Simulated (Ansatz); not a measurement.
**H₃NOS₂W: a ladder of functionals and wavefunction methods**

The task here is to estimate one member of a computed series from the others.

The runs use Ansatz 0.2.0, Gaussian basis; functionals in def2-TZVPP, the program's frozen cores in correlated methods.

Plan: LDA (SPW92), PBE-D4, revPBE-D4, BLYP-D4, r2SCAN-D4, B97M-V, PBE0-D4, B3LYP-D4, r2SCANh-D4, r2SCAN0-D4, HSE06-D4, BHLYP-D4, CAM-B3LYP-D4, LC-ωPBE, ωB97X-V, ωB97M-V, B2PLYP, PBE-QIDH; CCSD(T)/def2-SVP; CCSD(T)/def2-TZVPP; MP2/def2-QZVPP; extrapolation to the limit; RPA on PBE.

### The geometry

The geometry comes from an earlier relaxation with PBE0-D4 in a triple-zeta def2 set; it is a stationary point, not always the lowest conformer. W takes the def2 core potential; no spin-orbit term is included.

SMILES `[NH2][W]([OH])(=[S])=[S]`, 8 atoms, charge 0, spin multiplicity 1.

Atoms are counted from 1 here; the program's logs count them from 0.

Bond lengths: N1–W2 1.923 Å, N1–H6 1.009 Å, N1–H7 1.009 Å, W2–O3 1.880 Å, W2–S4 2.128 Å, W2–S5 2.126 Å, O3–H8 0.960 Å. Angles: W2–N1–H6 123.7°, W2–N1–H7 123.6°, H6–N1–H7 112.1°, N1–W2–O3 110.2°, N1–W2–S4 107.7°, N1–W2–S5 107.7°, O3–W2–S4 108.7°, O3–W2–S5 110.3°, S4–W2–S5 112.2°, W2–O3–H8 122.3°.

Set-up of the first run:

in.yaml

```yaml
crystal:
  periodic: [false, false, false]
  atoms:
    - {symbol: N, position_ang: [-0.890546, 0.896865, 0.703776]}
    - {symbol: W, position_ang: [0.110992, -0.220384, -0.498359]}
    - {symbol: O, position_ang: [1.006707, -1.566973, 0.460717]}
    - {symbol: S, position_ang: [-1.269412, -1.135671, -1.834071]}
    - {symbol: S, position_ang: [1.510715, 1.016306, -1.514630]}
    - {symbol: H, position_ang: [-0.542909, 1.764665, 1.082905]}
    - {symbol: H, position_ang: [-1.865308, 0.751412, 0.919474]}
    - {symbol: H, position_ang: [1.939762, -1.506220, 0.680188]}
basis:
  gaussian: {orbitals: def2-TZVPP}
hamiltonian: {xc: lda}
output: {orbitals: {seedname: orbitals}}
```

Launch:

```bash
ansatz run in.yaml --threads 4 --pin off --events-out ev --progress --plain --max-ram 10444MiB
```

Among the steps run: LDA; PBE-D4 (GGA); revPBE-D4 (GGA); BLYP-D4 (GGA); r2SCAN-D4 (meta-GGA); B97M-V (meta-GGA); B3LYP-D4 (hybrid); r2SCANh-D4 (hybrid); r2SCAN0-D4 (hybrid); HSE06-D4 (hybrid); BHLYP-D4 (hybrid); CAM-B3LYP-D4 (range-separated); LC-ωPBE (range-separated); ωB97X-V (range-separated); ωB97M-V (range-separated); B2PLYP (double hybrid); PBE-QIDH (double hybrid).

One table of the session follows, with a row left open; its other results are not shown here.

It belongs to the step «Frontier levels by functional». 

| functional | HOMO (eV) | LUMO (eV) | gap (eV) |
| --- | --- | --- | --- |
| LDA (SPW92) | ? | ? | ? |
| PBE-D4 | -6.03 | -3.22 | 2.80 |
| revPBE-D4 | -5.97 | -3.16 | 2.81 |
| BLYP-D4 | -5.84 | -3.07 | 2.77 |
| r2SCAN-D4 | -6.31 | -3.20 | 3.11 |
| B97M-V | -6.35 | -3.11 | 3.23 |
| PBE0-D4 | -7.15 | -2.56 | 4.59 |
| B3LYP-D4 | -6.90 | -2.71 | 4.19 |
| r2SCANh-D4 | -6.72 | -2.94 | 3.77 |
| r2SCAN0-D4 | -7.33 | -2.54 | 4.79 |
| HSE06-D4 | -6.76 | -2.93 | 3.83 |
| BHLYP-D4 | -8.09 | -1.70 | 6.39 |
| CAM-B3LYP-D4 | -8.33 | -1.51 | 6.81 |
| LC-ωPBE | -9.63 | -0.54 | 9.09 |
| ωB97X-V | -9.30 | -0.57 | 8.73 |
| ωB97M-V | -9.13 | -0.57 | 8.56 |

Estimate the missing values for LDA (SPW92).

**Answer.** HOMO (eV): -6.18; LUMO (eV): -3.39; gap (eV): 2.79. In the column «HOMO (eV)» it lies between r2SCAN-D4 (-6.31) and PBE-D4 (-6.03).
